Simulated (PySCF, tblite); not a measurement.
# C6H12O: dynamics, then NMR shifts on frames, part 2 of 2

tblite 0.8.0 and PySCF 2.14.0. Atoms count from 0. Earlier steps stand in the parts before.

### 5 NMR shieldings: 625 fs, PBE0/pcSseg-1

What the job is given:

```
{"job": {"kind": "nmr", "xc": "PBE0", "basis": "pcSseg-1", "pop": false}, "charge": 0, "multiplicity": 1}
C     -1.611000     1.521500     0.666100
C     -0.460300     0.682500     1.220100
C     -0.108200    -0.477700     0.656200
C     -0.623300    -1.033600    -0.618600
C      1.088600    -1.197000     1.242800
O      2.227900    -1.043300     0.411500
C      2.839400     0.241600     0.583900
H     -1.370600     2.624900     0.520100
H     -1.683000     1.254400    -0.363200
H     -2.446800     1.334100     1.265400
H     -0.085800     0.971900     2.135800
H     -1.345000    -0.490700    -1.168400
H     -1.183900    -2.019300    -0.527700
H      0.259900    -1.338500    -1.192100
H      1.286200    -0.740100     2.227800
H      0.921400    -2.304100     1.344500
H      2.342200     1.091400     0.162700
H      2.967900     0.488300     1.663200
H      3.891000     0.122000     0.201200
```

Method: GIAO PBE0/pcSseg-1 NMR shielding, non-relativistic, gas phase.

Output:

```text
coarse grid: 15048 points
cycle   1  E = -310.4873172222  dE =  6.571e-01  |g| = 5.852e-01  |ddm| = 3.676e+00
cycle   2  E = -310.4352640605  dE =  5.205e-02  |g| = 8.027e-01  |ddm| = 1.182e+00
cycle   3  E = -310.5597252127  dE = -1.245e-01  |g| = 1.047e-01  |ddm| = 7.448e-01
cycle   4  E = -310.5616162306  dE = -1.891e-03  |g| = 3.631e-02  |ddm| = 1.082e-01
cycle   5  E = -310.5619181572  dE = -3.019e-04  |g| = 8.136e-03  |ddm| = 4.008e-02
cycle   6  E = -310.5619281373  dE = -9.980e-06  |g| = 5.036e-03  |ddm| = 1.107e-02
cycle   7  E = -310.5619344303  dE = -6.293e-06  |g| = 5.224e-04  |ddm| = 4.458e-03
final grid: 142920 points
cycle   8  E = -310.6151432189  dE = -3.463e-05  |g| = 1.214e-02  |ddm| = 3.502e-02
cycle   9  E = -310.6151146324  dE =  2.859e-05  |g| = 1.757e-02  |ddm| = 2.002e-02
cycle  10  E = -310.6151724756  dE = -5.784e-05  |g| = 1.682e-03  |ddm| = 1.246e-02
cycle  11  E = -310.6151730891  dE = -6.134e-07  |g| = 1.424e-04  |ddm| = 1.548e-03
cycle  12  E = -310.6151730935  dE = -4.419e-09  |g| = 5.122e-05  |ddm| = 2.348e-04
cycle  13  E = -310.6151730939  dE = -3.799e-10  |g| = 3.130e-05  |ddm| = 6.775e-05
converged SCF energy = -310.6151730939

GIAO shielding tensors (ppm)
atom      isotropic    diamagn.    paramagn.     s11        s22        s33       span
  0 C      170.772     251.170     -80.399    152.997    169.521    189.796     36.799
  1 C       54.726     256.077    -201.352    -52.049     66.818    149.408    201.457
  2 C       42.274     261.090    -218.816    -71.421     43.932    154.311    225.732
  3 C      172.450     247.509     -75.058    154.301    172.719    190.330     36.029
  4 C       98.121     245.262    -147.141     71.260     93.180    129.923     58.663
  5 O      296.968     394.129     -97.162    273.753    291.792    325.358     51.605
  6 C      123.483     241.303    -117.820     80.177    108.436    181.835    101.658
  7 H       29.124      28.591       0.533     25.438     26.461     35.473     10.034
  8 H       29.712      33.522      -3.811     24.684     31.327     33.124      8.440
  9 H       30.889      30.400       0.490     26.181     28.472     38.015     11.834
 10 H       26.564      36.111      -9.547     24.082     25.129     30.480      6.398
 11 H       30.033      32.540      -2.506     24.958     30.330     34.813      9.855
 12 H       29.241      28.628       0.613     25.076     26.453     36.195     11.119
 13 H       29.262      30.669      -1.407     23.793     29.645     34.349     10.557
 14 H       28.239      32.138      -3.899     24.125     29.133     31.460      7.335
 15 H       26.625      29.031      -2.406     23.366     25.874     30.636      7.270
 16 H       28.512      31.132      -2.620     24.917     27.164     33.455      8.538
 17 H       28.860      28.478       0.381     25.552     26.684     34.344      8.792
 18 H       27.141      26.322       0.819     22.932     24.834     33.657     10.725
```

Wall time 33 s (1 thread of Arm Neoverse N1, shared host); peak memory 0.89 GiB.

This run: δ C2 144.7, C1 132.2, C4 88.8, C6 63.4, H10 5.15, H15 5.09 ppm.

### 6 Shielding tensors: 800 fs, PBE0/pcSseg-1

What the job is given:

```
{"job": {"kind": "nmr", "xc": "PBE0", "basis": "pcSseg-1", "pop": false}, "charge": 0, "multiplicity": 1}
C     -1.698200     1.962300     0.144100
C     -0.593600     1.191400     0.827800
C     -0.159100    -0.087800     0.610700
C     -0.490700    -0.888100    -0.506100
C      0.977200    -0.534800     1.443100
O      2.159400    -0.473300     0.686300
C      2.744300     0.787200     0.629200
H     -1.617200     3.033600     0.071200
H     -1.929700     1.622700    -0.906200
H     -2.647700     1.714300     0.710300
H     -0.052300     1.795300     1.556700
H     -0.859600    -0.239800    -1.256200
H     -1.276600    -1.670600    -0.286400
H      0.293800    -1.415200    -1.027200
H      1.045200     0.035900     2.316200
H      0.839200    -1.544600     1.810800
H      3.212400     0.993200     1.579400
H      3.565100     0.662400    -0.120000
H      2.005200     1.515400     0.409000
```

Method: GIAO PBE0/pcSseg-1 NMR shielding, non-relativistic, gas phase.

Output:

```text
coarse grid: 15048 points
cycle   1  E = -310.4823065224  dE =  8.396e-01  |g| = 5.982e-01  |ddm| = 3.718e+00
cycle   2  E = -310.4251714523  dE =  5.714e-02  |g| = 8.237e-01  |ddm| = 1.342e+00
cycle   3  E = -310.5577414632  dE = -1.326e-01  |g| = 1.061e-01  |ddm| = 8.711e-01
cycle   4  E = -310.5596850033  dE = -1.944e-03  |g| = 4.308e-02  |ddm| = 1.163e-01
cycle   5  E = -310.5600987867  dE = -4.138e-04  |g| = 1.498e-02  |ddm| = 4.674e-02
cycle   6  E = -310.5601486989  dE = -4.991e-05  |g| = 5.368e-03  |ddm| = 1.610e-02
cycle   7  E = -310.5601553676  dE = -6.669e-06  |g| = 4.917e-04  |ddm| = 4.776e-03
final grid: 142920 points
cycle   8  E = -310.6135214259  dE = -4.517e-05  |g| = 1.206e-02  |ddm| = 3.584e-02
cycle   9  E = -310.6135003964  dE =  2.103e-05  |g| = 1.617e-02  |ddm| = 2.085e-02
cycle  10  E = -310.6135521561  dE = -5.176e-05  |g| = 1.701e-03  |ddm| = 1.265e-02
cycle  11  E = -310.6135527501  dE = -5.941e-07  |g| = 1.772e-04  |ddm| = 1.630e-03
cycle  12  E = -310.6135527568  dE = -6.678e-09  |g| = 5.627e-05  |ddm| = 2.742e-04
cycle  13  E = -310.6135527575  dE = -7.186e-10  |g| = 1.878e-05  |ddm| = 8.326e-05
converged SCF energy = -310.6135527575

GIAO shielding tensors (ppm)
atom      isotropic    diamagn.    paramagn.     s11        s22        s33       span
  0 C      168.633     246.990     -78.356    153.516    168.805    183.579     30.063
  1 C       46.815     256.236    -209.420    -54.925     59.723    135.648    190.574
  2 C       46.038     260.318    -214.280    -65.616     33.819    169.911    235.527
  3 C      176.108     248.868     -72.760    158.474    179.012    190.839     32.365
  4 C      113.799     245.233    -131.433     94.054    102.362    144.982     50.929
  5 O      321.744     397.477     -75.733    268.467    323.788    372.978    104.511
  6 C      132.862     245.015    -112.152     96.451    120.348    181.788     85.337
  7 H       30.026      28.515       1.512     26.078     27.795     36.206     10.128
  8 H       28.727      30.061      -1.334     24.645     28.749     32.787      8.142
  9 H       28.894      27.196       1.698     24.041     26.750     35.892     11.851
 10 H       25.758      33.753      -7.996     22.989     23.861     30.423      7.434
 11 H       30.363      33.476      -3.113     25.401     30.771     34.917      9.516
 12 H       29.238      28.955       0.283     24.975     25.984     36.754     11.778
 13 H       29.855      31.229      -1.374     25.093     29.098     35.375     10.282
 14 H       29.856      33.725      -3.868     25.823     30.170     33.575      7.752
 15 H       28.020      30.438      -2.418     24.532     26.913     32.613      8.081
 16 H       29.063      28.907       0.157     24.946     26.572     35.673     10.727
 17 H       27.580      28.118      -0.538     23.141     25.626     33.974     10.832
 18 H       28.795      31.976      -3.181     24.390     29.198     32.799      8.409
```

Run time: 33 s. Hardware: 1 thread of Arm Neoverse N1, shared host; peak memory 0.89 GiB.

In short: δ C2 140.9, C1 140.1, C4 73.1, C6 54.1, H10 5.96, H17 4.14 ppm.

### 7 Shielding tensors: 1000 fs, PBE0/pcSseg-1

What the job is given:

```
{"job": {"kind": "nmr", "xc": "PBE0", "basis": "pcSseg-1", "pop": false}, "charge": 0, "multiplicity": 1}
C     -1.271800     2.291500     0.036200
C     -0.549200     1.243800     0.748500
C     -0.116700     0.068300     0.328300
C     -0.239400    -0.493100    -1.060800
C      0.974600    -0.673500     1.089800
O      2.186500    -0.580900     0.407800
C      2.717700     0.763300     0.345400
H     -0.657500     3.160700    -0.078200
H     -1.773300     2.002600    -0.829800
H     -1.991100     2.635700     0.856900
H     -0.373700     1.548000     1.810000
H     -0.548600     0.350000    -1.671500
H     -1.023900    -1.254400    -1.259300
H      0.705900    -0.717900    -1.386300
H      1.188300    -0.330700     2.133700
H      0.693900    -1.775600     0.992000
H      2.581000     1.245100     1.312800
H      3.789400     0.697700     0.200800
H      2.263400     1.330700    -0.437600
```

Level: GIAO PBE0/pcSseg-1 NMR shielding, non-relativistic, gas phase.

Output:

```text
coarse grid: 15048 points
cycle   1  E = -310.4752055196  dE =  7.619e-01  |g| = 6.064e-01  |ddm| = 3.696e+00
cycle   2  E = -310.4208278029  dE =  5.438e-02  |g| = 8.247e-01  |ddm| = 1.267e+00
cycle   3  E = -310.5531185220  dE = -1.323e-01  |g| = 1.091e-01  |ddm| = 8.141e-01
cycle   4  E = -310.5551767930  dE = -2.058e-03  |g| = 3.734e-02  |ddm| = 1.117e-01
cycle   5  E = -310.5554908367  dE = -3.140e-04  |g| = 9.171e-03  |ddm| = 4.045e-02
cycle   6  E = -310.5555047736  dE = -1.394e-05  |g| = 5.309e-03  |ddm| = 1.197e-02
cycle   7  E = -310.5555116477  dE = -6.874e-06  |g| = 5.126e-04  |ddm| = 4.747e-03
final grid: 142920 points
cycle   8  E = -310.6087426250  dE = -4.423e-05  |g| = 1.147e-02  |ddm| = 3.714e-02
cycle   9  E = -310.6087209408  dE =  2.168e-05  |g| = 1.593e-02  |ddm| = 1.905e-02
cycle  10  E = -310.6087696027  dE = -4.866e-05  |g| = 1.734e-03  |ddm| = 1.177e-02
cycle  11  E = -310.6087702235  dE = -6.208e-07  |g| = 1.516e-04  |ddm| = 1.591e-03
cycle  12  E = -310.6087702280  dE = -4.436e-09  |g| = 6.919e-05  |ddm| = 2.609e-04
cycle  13  E = -310.6087702287  dE = -7.911e-10  |g| = 3.901e-05  |ddm| = 9.003e-05
cycle  14  E = -310.6087702291  dE = -3.735e-10  |g| = 6.143e-06  |ddm| = 3.598e-05
converged SCF energy = -310.6087702291

GIAO shielding tensors (ppm)
atom      isotropic    diamagn.    paramagn.     s11        s22        s33       span
  0 C      170.676     246.314     -75.638    151.637    173.537    186.853     35.216
  1 C       51.511     258.686    -207.174    -52.734     67.886    139.381    192.115
  2 C       47.668     260.629    -212.961    -56.164     46.196    152.973    209.137
  3 C      178.284     249.778     -71.494    158.489    183.574    192.790     34.300
  4 C       99.656     245.380    -145.724     78.760     94.207    126.000     47.240
  5 O      300.905     394.743     -93.838    277.249    291.232    334.234     56.985
  6 C      128.616     245.020    -116.404     95.570    108.988    181.290     85.720
  7 H       30.283      29.214       1.069     26.097     28.607     36.145     10.048
  8 H       30.590      31.293      -0.703     25.882     30.438     35.450      9.568
  9 H       28.420      26.485       1.935     23.692     27.010     34.559     10.868
 10 H       25.472      34.167      -8.694     22.305     25.013     29.099      6.793
 11 H       30.206      33.013      -2.808     25.484     30.400     34.733      9.250
 12 H       29.757      29.677       0.080     25.794     26.075     37.402     11.608
 13 H       31.126      33.181      -2.055     25.334     31.987     36.056     10.722
 14 H       27.552      31.661      -4.109     22.801     27.704     32.152      9.351
 15 H       26.191      29.447      -3.256     22.918     25.173     30.481      7.563
 16 H       29.455      30.587      -1.132     25.906     27.863     34.594      8.688
 17 H       28.330      28.202       0.128     24.520     26.043     34.429      9.909
 18 H       29.118      31.722      -2.604     24.906     28.457     33.991      9.085
```

It took 35 s on 1 thread of Arm Neoverse N1, shared host; peak memory 0.88 GiB.

In short: δ C2 139.3, C1 135.4, C4 87.3, C6 58.3, H10 6.24, H15 5.53 ppm.

### 8 Side by side: NMR shifts

Shifts (ppm) of some atoms, chosen among heavy atoms and hydrogens apart, with basis size and wall time:

```
  frame     C2    C4    C6    C3    H9    H7    O5  functions  time
 250 fs  153.2  77.7  56.7  18.8  1.43  1.23   7.3        179  35 s
 425 fs  138.2  88.6  56.6  20.0  1.77  3.64  27.5        179  35 s
 625 fs  144.7  88.8  63.4  14.5  0.83  2.59  39.1        179  33 s
 800 fs  140.9  73.1  54.1  10.8  2.82  1.69  14.3        179  33 s
1000 fs  139.3  87.3  58.3   8.6  3.30  1.43  35.2        179  35 s
```

### 9 Results

What follows sums up all 2 parts.

| quantity | value |
| --- | --- |
| thermostat | 300 K |
| mean temperature, second half | 293 K |
| mean potential energy above the minimum | 0.71 eV |
| ¹³C shifts against TMS (PBE0/pcSseg-1, 250 fs) | 153.2, 140.5, 77.7, 56.7, 18.8, 15.4 ppm |
| ¹H shifts against TMS (PBE0/pcSseg-1, 250 fs) | 5.94, 4.46, 4.13, 3.38, 3.38, 2.70, 2.45, 2.42, 1.84, 1.43, 1.23, 0.61 ppm |
| ¹⁷O shifts against H2O (PBE0/pcSseg-1, 250 fs) | 7.3 ppm |
| range of the shift of O5 | 7.3 to 39.1 ppm |

What this shows: In the second half the potential energy averages 0.71 eV above the minimum; equipartition over 51 harmonic modes at 300 K would give 0.66 eV. With 19 atoms the temperature swings widely (179 to 353 K). Shifts at one fixed geometry are not the observed spectrum, which averages over the motion. In the first frame run (250 fs): The widest tensor belongs to C2: span 234 ppm, with a paramagnetic part of -230 ppm. Across the 5 runs the shift of O5 moves most, between 7.3 (250 fs) and 39.1 ppm (625 fs).
